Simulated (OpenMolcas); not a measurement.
# Pd³⁺ among point charges: CASSCF and CASPT2 levels and susceptibility

How does a field of 4 point charges split the states of Pd³⁺, and what χT follows?

The numbers are computed with OpenMolcas 26.06 (state-averaged CASSCF and CASPT2, spin-orbit coupling by RASSI with atomic mean-field integrals), except any that are marked as measured or tabulated.

## 1. The system

```
Species                           : Pd³⁺ (palladium, Z = 46, 43 electrons)
Basis                             : ANO-RCC-VDZP [6s5p3d1f], 43 functions
Scalar Hamiltonian                : DKH2, point nucleus
Inactive shells                   : 1s 2s 2p 3s 3p 3d 4s 4p
Active space                      : 7 electrons in 5 orbitals (4d)
Some configurations of this space : 4d7
Orbitals                          : optimised for each spin and parity, averaged over all roots
```

Outer shells as boxes (Hund's rule):

4d7
```
4d [↑↓][↑↓][↑ ][↑ ][↑ ]
```

The ion sits among 4 point charges of -2.5 e arranged as a tetrahedron (Td), 1.77 Å from the ion.

The work runs as a chain of OpenMolcas steps in one folder; each step below is one input file. Labels, J, g values, rates, χT and fits are worked out afterwards by a script from the matrices that RASSI stores.

## 2. GATEWAY and SEWARD: basis and integrals

Input file a.inp:

```
&GATEWAY
Coord
1

Pd 0.0 0.0 0.0
Basis=ANO-RCC-VDZP
Group=NoSym
NoMove
AngMom=0.0 0.0 0.0
AMFI
XField
4 Angstrom 0
1.021910 1.021910 1.021910 -2.500000
1.021910 -1.021910 -1.021910 -2.500000
-1.021910 1.021910 -1.021910 -2.500000
-1.021910 -1.021910 1.021910 -2.500000
&SEWARD
```

Run with:

```
OMP_NUM_THREADS=1 MOLCAS_MEM=1689 MOLCAS_PROJECT=a pymolcas a.inp > a.log
```

## 3. Reference wave functions, quartets, 10 roots

Input file a.inp:

```
&RASSCF
FileOrb=start.orb
Symmetry=1
Spin=4
nActEl=7 0 0
Inactive=18
Ras2=5
CIRoot=10 10 1
SDav=10
CIMx=300
Iter=120 100
PrWF=0.3
OrbListing=Nothing
MaxOrb=0
>>> COPY $Project.JobIph JOB001
```

start.orb holds the contracted functions of the basis, ordered by shell, or the orbitals of the step before.

## 4. CASSCF: doublets, 40 roots

Input file a.inp:

```
&RASSCF
FileOrb=start.orb
Symmetry=1
Spin=2
nActEl=7 0 0
Inactive=18
Ras2=5
CIRoot=40 40 1
SDav=40
CIMx=300
Iter=120 100
PrWF=0.3
OrbListing=Nothing
MaxOrb=0
>>> COPY $Project.JobIph JOB002
```

## 5. State interaction with spin-orbit coupling

Input file a.inp:

```
&RASSI
NrOfJobIphs=2 10 40
1 2 3 4 5 6 7 8 9 10
1 2 3 4 5 6 7 8 9 10 11 12 13 14 15 16 17 18 19 20 21 22 23 24 25 26 27
28 29 30 31 32 33 34 35 36 37 38 39 40
IphNames
JOB001
JOB002
EJob
SpinOrbit
DIPRint=1.0
SOCoupling=1000.0
Subsets=2
Property=9
'ANGMOM' 1 'ANGMOM' 2 'ANGMOM' 3 'MLTPL  1' 1 'MLTPL  1' 2 'MLTPL  1' 3
'AMFI' 1 'AMFI' 2 'AMFI' 3
SOProperty=3
'ANGMOM' 1 'ANGMOM' 2 'ANGMOM' 3
```

## 6. CASPT2: IPEA 0.25, imaginary shift 0.1 (closed shells correlated: 4s 4p)

Input file a.inp:

```
>>> COPY JOB001 $Project.JobIph
&CASPT2
Multistate=10 1 2 3 4 5 6 7 8 9 10
NoMult
Frozen=14
IPEA=0.25
Imaginary=0.1
MaxIter=60
WThr=0.0 0.3 0.05
PrWF=0.5
NoMix
>>> COPY JOB002 $Project.JobIph
&CASPT2
Multistate=40 1 2 3 4 5 6 7 8 9 10 11 12 13 14 15 16 17 18 19 20 21 22
23 24 25 26 27 28 29 30 31 32 33 34 35 36 37 38 39 40
NoMult
Frozen=14
IPEA=0.25
Imaginary=0.1
MaxIter=60
WThr=0.0 0.3 0.05
PrWF=0.5
NoMix
```

(Steps that only read results are left out.)

What does the calculation give? Wanted: spin-free ground state; first state of the same spin within the active space; lowest level; next level.

**Answer**, as computed:

| quantity | value |
| --- | --- |
| method | SS-CASPT2, IPEA 0.25, imaginary shift 0.1 (closed shells correlated: 4s 4p) |
| spin-free ground state | 4A2, 1-fold in its orbital part |
| first state of the same spin within the active space | 4T2 at 4670 cm⁻¹ |
| lowest level | 4-fold Γ8 |
| next level | 3981.8 cm⁻¹ |
| χT at 300 K | 3.48 cm³ K/mol |
| effective moment at 300 K | 5.27 μB |

Cost by method:

| method | time of its own steps | time with the reference |
| --- | --- | --- |
| A. CASSCF | 11 s | 11 s |
| B. SS-CASPT2, IPEA 0.25, imaginary shift 0.1, +4s 4p | 4.9 s | 16 s |

Times are of one thread on a shared host.

What this shows: The spin-free ground state (4A2) comes to 100 % from free-ion F terms and keeps the highest spin of the shell. χT at 300 K is 3.48, against 1.88 cm³ K/mol for the spin alone, so orbital moment adds to it. CASPT2 does not keep the components of a term degenerate, and the means are used. The field of point charges can differ much from that of real complexes. Point charges carry no covalency, so the field is a model and not that of real ligands.
